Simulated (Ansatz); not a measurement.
# Mo5CS10O: the cost of one run

Method: DFT PBE+D3(BJ), scalar-relativistic, plane waves, PAW, in Ansatz 0.2.0.

5 further runs of the same task are left out: 2 that didn't finish, 3 set aside as unsound or not needed.

### 1 Starting point

Symmetry: P1, No. 1, triclinic system. Conventional cell: a = 5.461 Å, b = 6.267 Å, c = 23.306 Å, α = 90.00°, β = 90.00°, γ = 106.89°. Mo (site symmetry 1) has 4 S at 2.40 Å in its first shell of neighbours. Around S (site symmetry 1) lie 2 Mo at 2.40 Å. Mo (site symmetry 1) has 6 S at 2.40 to 2.41 Å in its first shell of neighbours. Around S (site symmetry 1) lie 3 Mo at 2.40 Å. Around S (site symmetry 1) lie 3 Mo at 2.40 to 2.42 Å. Only part of the 15 independent sites is listed.

Coordinates:

```
CELL_PARAMETERS angstrom
5.46107 0.00000 0.00000
1.82036 5.99653 0.00000
0.00000 0.00000 23.30590
ATOMIC_POSITIONS crystal
Mo 0.49998 0.00005 0.36471
S 0.74644 0.26068 0.36471
S 0.92028 0.73917 0.36471
Mo 0.99998 0.00005 0.43236
S 0.24644 0.26068 0.43236
S 0.42028 0.73917 0.43236
Mo 0.49140 0.00005 0.50101
S 0.74705 0.25430 0.50210
S 0.91761 0.74525 0.50213
Mo 0.00625 0.00009 0.57189
S 0.23735 0.26660 0.56792
S 0.41642 0.73175 0.56768
Mo 0.51676 0.99887 0.62812
S 0.73613 0.25773 0.63963
S 0.91190 0.74305 0.64055
```

Planes are indexed in the bulk's conventional cell (R3m (No. 160)), a = 3.153 Å, b = 3.153 Å, c = 17.990 Å, α = 90.00°, β = 90.00°, γ = 120.00°.

This (110) slab, 6.3 Å thick as cut, with 17 Å of vacuum; its outer planes are MoS2 (top) and MoS2 (bottom), was relaxed beforehand with its lower half held: -33810.6662 eV, gap on the mesh 0.13 eV (a mesh can miss band crossings, so it may be none), dipole along +c -0.046 e·Å per cell.

### 2 CO put at a top (S) site

input.yaml

```yaml
crystal:
  lattice:
    - [5.4610674409, 0.0, 0.0]
    - [1.8203558136, 5.9965349959, 0.0]
    - [0.0, 0.0, 26.4558975141]
  atoms:
    - { symbol: Mo, position: [0.4999827285, 5.18146e-05, 0.3212894213] }
    - { symbol: S, position: [0.7464408739, 0.2606773782, 0.3212894213] }
    - { symbol: S, position: [0.9202763976, 0.7391708072, 0.3212894213] }
    - { symbol: Mo, position: [0.9999827285, 5.18146e-05, 0.3808781907] }
    - { symbol: S, position: [0.2464408739, 0.2606773782, 0.3808781907] }
    - { symbol: S, position: [0.4202763976, 0.7391708072, 0.3808781907] }
    - { symbol: Mo, position: [0.4913978984, 5.43191e-05, 0.4413594318] }
    - { symbol: S, position: [0.7470495026, 0.2542970224, 0.4423165041] }
    - { symbol: S, position: [0.9176051945, 0.7452533256, 0.4423473079] }
    - { symbol: Mo, position: [1.0062517969, 8.86742e-05, 0.5037967372] }
    - { symbol: S, position: [0.2373490321, 0.2665960764, 0.5003001014] }
    - { symbol: S, position: [0.4164213781, 0.73175259, 0.5000862068] }
    - { symbol: Mo, position: [0.5167585642, -0.0011290487, 0.5533294555] }
    - { symbol: S, position: [0.7361328472, 0.2577333557, 0.5634684702] }
    - { symbol: S, position: [0.9119042554, 0.7430468407, 0.5642796769] }
    - { symbol: C, position: [0.9119042554, 0.7430468407, 0.634585362] }
    - { symbol: O, position: [0.9119042554, 0.7430468407, 0.6780539308] }
basis:
  ecutwfc: 420
kpoints:
  mp_grid: { grid: [5, 5, 1] }
hamiltonian:
  xc: pbe
  dispersion: d3bj
scf:
  occupations: { method: gaussian, width: 0.05 }
output:
  forces: true
  eigenvalues: true
  write_density: true
  write_potential: true
  elf: true
  volumetric_format: npy
relax:
  adjacent_minimum: "off"
  f_tol: 0.03
  max_steps: 70
  constraints: [{ sites: [0, 1, 2, 3, 4, 5] }]
efield:
  axis: 3
  dipole_correction: true
  ramp_width: 0.04
```

Run with:

```sh
> ansatz run input.yaml --threads 4 --pin off --max-ram 10240MiB --backend cpu --events-out ev --progress --plain --runs-dir out
```

Q: Estimate wall time and peak memory on 4 threads of Arm Neoverse V1, shared host.

About 20 min, with a peak of 2.5 GiB.
